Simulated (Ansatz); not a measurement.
# FH4NSeSi: how energies converge with the basis set

Aim: see how fast density functionals converge with the basis set for FH4NSeSi.

The runs use Ansatz 0.2.0, Gaussian basis; one geometry, several basis sets.

The runs, in order: PBE0-D4/def2-SVP; ωB97M-V/def2-SVP; PBE0-D4/def2-QZVPP; ωB97M-V/def2-QZVPP; the functionals' def2-TZVPP values are taken from earlier runs.

## Step 1: Structure used throughout

All runs share one geometry, relaxed beforehand with PBE0-D4 in a triple-zeta def2 set.

SMILES `N[SiH](F)[SeH]`, 8 atoms, charge 0, spin multiplicity 1.

Atoms are counted from 1 here; the program's logs count them from 0.

Bond lengths: N1–Si2 1.695 Å, N1–H5 1.005 Å, N1–H6 1.007 Å, Si2–F3 1.597 Å, Si2–Se4 2.261 Å, Si2–H7 1.481 Å, Se4–H8 1.469 Å. Angles: Si2–N1–H5 121.5°, Si2–N1–H6 121.9°, H5–N1–H6 113.0°, N1–Si2–F3 105.7°, N1–Si2–Se4 109.2°, N1–Si2–H7 118.3°, F3–Si2–Se4 113.9°, F3–Si2–H7 105.0°, Se4–Si2–H7 104.9°, Si2–Se4–H8 92.3°.

## Step 2: PBE0-D4 in def2-SVP

File in.yaml:

```yaml
crystal:
  periodic: [false, false, false]
  atoms:
    - {symbol: N, position_ang: [-0.341886, 1.117635, -0.255714]}
    - {symbol: Si, position_ang: [0.643270, -0.193267, 0.171671]}
    - {symbol: F, position_ang: [0.884011, -0.059399, 1.744296]}
    - {symbol: Se, position_ang: [-0.373917, -2.118980, -0.437232]}
    - {symbol: H, position_ang: [-0.871408, 1.120326, -1.110000]}
    - {symbol: H, position_ang: [-0.189045, 2.040801, 0.115870]}
    - {symbol: H, position_ang: [1.998939, -0.274041, -0.419052]}
    - {symbol: H, position_ang: [-1.657763, -1.690076, 0.134261]}
basis:
  gaussian: {orbitals: def2-SVP}
hamiltonian: {xc: pbe0, dispersion: d4}
output: {orbitals: {seedname: orbitals}}
```

The runs that follow: ωB97M-V in def2-SVP; PBE0-D4 in def2-QZVPP; ωB97M-V in def2-QZVPP.

Q: Predict the results of all the runs planned. Wanted: PBE0-D4: double and triple zeta above quadruple; ωB97M-V: double and triple zeta above quadruple.

As calculated:

| quantity | value |
| --- | --- |
| PBE0-D4: double and triple zeta above quadruple | 18.30, 1.91 eV |
| ωB97M-V: double and triple zeta above quadruple | 18.33, 1.83 eV |

In words: PBE0-D4 gains 16.39 eV from double to triple zeta, then 1.91 eV more. These are total energies; as a rule much of such shifts cancels in differences, which this series doesn't test. The LUMO of ωB97M-V is positive and keeps falling with the basis (2.47 to 1.55 eV): an unbound level that the basis holds in place.
